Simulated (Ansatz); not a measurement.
# GeNH3Cl (SMILES [NH2][GeH][Cl]) at UCAM-B3LYP/cc-pVDZ

What is the vertical doublet–quartet gap of GeNH3Cl at UCAM-B3LYP/cc-pVDZ? 

The calculation is run with Ansatz 0.2.0.

72 further runs of the same task are left out: 72 set aside as unsound or not needed.

**1. The molecule**

GeNH3Cl: 6 atoms, total charge 0, spin state doublet. SMILES: `[NH2][GeH][Cl]`. The coordinates come from a PBE0-D4/def2-TZVP relaxation. This is one conformer, not always the lowest.

Bond lengths: N1–Ge2 1.836 Å, Ge2–Cl3 2.169 Å, N1–H4 1.011 Å, N1–H5 1.011 Å, Ge2–H6 1.560 Å. Angles: N1–Ge2–Cl3 104.1°, N1–Ge2–H6 106.5°, Cl3–Ge2–H6 107.8°, Ge2–N1–H4 115.7°, Ge2–N1–H5 115.6°, H4–N1–H5 109.9°.

**2. A single-point energy at UCAM-B3LYP/cc-pVDZ**

The input, in.yaml:

```yaml
crystal:
  periodic: [false, false, false]
  atoms:
    - symbol: N
      position_ang: [-0.446300, 0.317900, -0.788300]
    - symbol: Ge
      position_ang: [0.075400, -0.151000, 0.908100]
    - symbol: Cl
      position_ang: [1.243000, -1.956900, 0.623300]
    - symbol: H
      position_ang: [-0.984500, 1.171200, -0.861400]
    - symbol: H
      position_ang: [-0.888700, -0.414300, -1.327200]
    - symbol: H
      position_ang: [1.043200, 0.969100, 1.399300]
basis:
  gaussian:
    orbitals: cc-pVDZ
magnetization:
  spin_polarized: true
  initial_magnetization: 1
hamiltonian:
  xc: {name: CAM-B3LYP}
accuracy: high
output:
  orbitals: {seedname: orbitals}
```

On the command line:

```console
$ ansatz run in.yaml --threads 1 --pin off --max-ram 3480MiB --events-out events.jsonl --progress --plain --runs-dir runs
```

Log:

```text
Warning: RAYON_NUM_THREADS=1 ignored (pool sized by the plan → 1); use --threads N
Functional definition: CAM-B3LYP
  name "CAM-B3LYP"
  parameter alpha = 0.19
  parameter beta = 0.46
  parameter omega = 0.33/bohr
  parameter ac = 0.81
  exchange = (1 - alpha - beta)*b88_x + beta*b88_x_sr(omega) + alpha*exact_x + beta*exact_x_lr(omega)
  correlation = (1 - ac)*vwn5_c + ac*lyp_c
1672 factors; integrals over basis functions are off by at most 4.7e-9 eV
339 factors; integrals over basis functions are off by at most 2.7e-9 eV
mean field evaluation 1: about -70577.5645 eV, gradient 3.4e1 eV
mean field evaluation 2: about -70572.1166 eV, gradient 4.7e1 eV
mean field evaluation 4: about -70582.2640 eV, gradient 1.5e0 eV
mean field evaluation 8: about -70582.3656 eV, gradient 4.1e-2 eV
mean field evaluation 16: about -70582.3657 eV, gradient 2.5e-4 eV
mean field -70582.36565923 eV, -2593.8540955309 hartree, gradient 8.0e-8 eV, S^2 0.755060; 0 other end points of the search recorded, 0 dependent functions left out
reference -70582.36567643 eV, -2593.8540961629 hartree; 30, 29 occupied and 44, 45 virtual orbitals, 1672 factors
Total energy: -70582.36567643 eV, -2593.8540961629 hartree
```

Wall time 15 s (1 thread of Arm Neoverse V1, shared host); peak memory 0.41 GiB.

**3. The quartet, same level**

The input, run.yaml:

```yaml
crystal:
  periodic: [false, false, false]
  atoms:
    - {symbol: "N", position_ang: [-0.446300, 0.317900, -0.788300]}
    - {symbol: Ge, position_ang: [0.075400, -0.151000, 0.908100]}
    - {symbol: Cl, position_ang: [1.243000, -1.956900, 0.623300]}
    - {symbol: H, position_ang: [-0.984500, 1.171200, -0.861400]}
    - {symbol: H, position_ang: [-0.888700, -0.414300, -1.327200]}
    - {symbol: H, position_ang: [1.043200, 0.969100, 1.399300]}
basis:
  gaussian:
    orbitals: cc-pVDZ
magnetization:
  spin_polarized: true
  initial_magnetization: 3
hamiltonian:
  xc: {name: CAM-B3LYP}
accuracy: high
output: {orbitals: {seedname: orbitals}}
```

On the command line:

```console
$ ansatz run run.yaml --threads 1 --pin off --max-ram 3480MiB --events-out events.jsonl --progress --plain --runs-dir runs
```

Log (excerpt; [...] marks lines left out):

```text
Warning: RAYON_NUM_THREADS=1 ignored (pool sized by the plan → 1); use --threads N
[... 2 set-up lines as earlier in the session ...]
[...]
1672 factors; integrals over basis functions are off by at most 4.7e-9 eV
339 factors; integrals over basis functions are off by at most 2.7e-9 eV
[...]
mean field -70575.58353145 eV, -2593.6048569321 hartree, gradient 7.4e-8 eV, S^2 3.755496; 4 other end points of the search recorded, 0 dependent functions left out
reference -70575.58354934 eV, -2593.6048575897 hartree; 31, 28 occupied and 43, 46 virtual orbitals, 1672 factors
Total energy: -70575.58354934 eV, -2593.6048575897 hartree
```

Wall time 25 s (1 thread of Arm Neoverse V1, shared host); peak memory 0.41 GiB.

**4. What came out**

At UCAM-B3LYP/cc-pVDZ:

| quantity | value |
| --- | --- |
| doublet: total energy | -2593.85410 Eh |
| doublet: HOMO energy (highest over α and β) | -7.18 eV |
| doublet: LUMO energy (lowest over α and β) | -1.84 eV |
| doublet: ⟨S²⟩ | 0.755 |
| quartet: total energy | -2593.60486 Eh |
| quartet: HOMO energy (highest over α and β) | -2.72 eV |
| quartet: ⟨S²⟩ | 3.755 |
| vertical energy of the quartet above the doublet | 6.782 eV |

What this shows: At this shape the quartet lies 6.78 eV (654 kJ/mol) above the doublet.
